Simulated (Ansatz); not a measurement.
**TaTe (zincblende): response to moved atoms and strain**

Aim: move atoms of TaTe (zincblende) or strain its cell, and read the forces, the stress and the rise in energy. This structure was made by substitution into a known type, so it needn't be the compound's stable form.

Method: DFT PBEsol, scalar-relativistic, plane waves, PAW, in Ansatz 0.2.0.

## Step 1: The starting structure

The structure is cubic, space group F-43m (No. 216). Conventional cell: a = 6.234 Å, b = 6.234 Å, c = 6.234 Å, α = 90.00°, β = 90.00°, γ = 90.00°. Ta (site symmetry -43m) has 4 Te at 2.70 Å as nearest neighbours. Te (site symmetry -43m) has 4 Ta at 2.70 Å as nearest neighbours.

As a file:

```
CELL_PARAMETERS angstrom
0.00000 3.11685 3.11685
3.11685 0.00000 3.11685
3.11685 3.11685 0.00000
ATOMIC_POSITIONS crystal
Ta 0.00000 0.00000 0.00000
Te 0.25000 0.25000 0.25000
```

This cell comes from an earlier session at PBEsol: 30.280 Å³/atom at -0.01 GPa, on a 8×8×8 mesh.

The changes: atom 1 (Ta) moved 0.08 Å along y; strain e2 = -0.02, atoms carried along.

## Step 2: Atom 1 (Ta) moved 0.08 Å along y

input.yaml

```yaml
crystal:
  lattice:
    - [0.0, 3.1168534336, 3.1168534336]
    - [3.1168534336, 0.0, 3.1168534336]
    - [3.1168534336, 3.1168534336, 0.0]
  atoms:
    - { symbol: Ta, position: [0.0128334556, -0.0128334556, 0.0128334556], spin: 1.29 }
    - { symbol: Te, position: [0.25, 0.25, 0.25] }
basis:
  ecutwfc: 420
  ecutrho_ratio: 4
kpoints:
  mp_grid: { grid: [8, 8, 8] }
hamiltonian:
  xc: pbesol
scf:
  occupations: { method: gaussian, width: 0.05 }
  lower_state_search: "off"
output:
  forces: true
  stress: true
  eigenvalues: true
  populations: true
magnetization:
  spin_polarized: true
checkpoint:
  read: start.run
  write: ck
  compress: false
  write_wavefunctions: false
  write_every: 100000
```

start.run holds the converged state of the cell before the atoms were moved.

The runs that follow: Strain e2 = -0.02, atoms carried along.

Before running it: what results should come out? Wanted: for each run, change; change of free energy; largest force; largest change of stress.

The runs gave:

| change | change of free energy (meV/atom) | largest force (eV/Å) | largest change of stress (GPa) |
| --- | --- | --- | --- |
| atom 1 (Ta) moved 0.08 Å along y | 16.62 | 0.821 | 3.27 |
| strain e2 = -0.02, atoms carried along | 2.25 | 0.000 | 1.26 |

Moving atom 1 by 0.08 Å meets a restoring force of 0.821 eV/Å along the move, a force constant of about 10.3 eV/Å². The strain e2 = -0.02 changes that stress component by +1.06 GPa (compression positive), a ratio of 53 GPa; that is a secant over a finite strain with the atoms carried along, not the elastic constant. The largest change, +1.26 GPa, is in component xx. No change lowers the energy by more than 0.5 meV/atom; other distortions weren't tried. Spin–orbit coupling is left out, though the cell holds Ta; in elements this heavy it can shift levels and gaps by tenths of an eV.
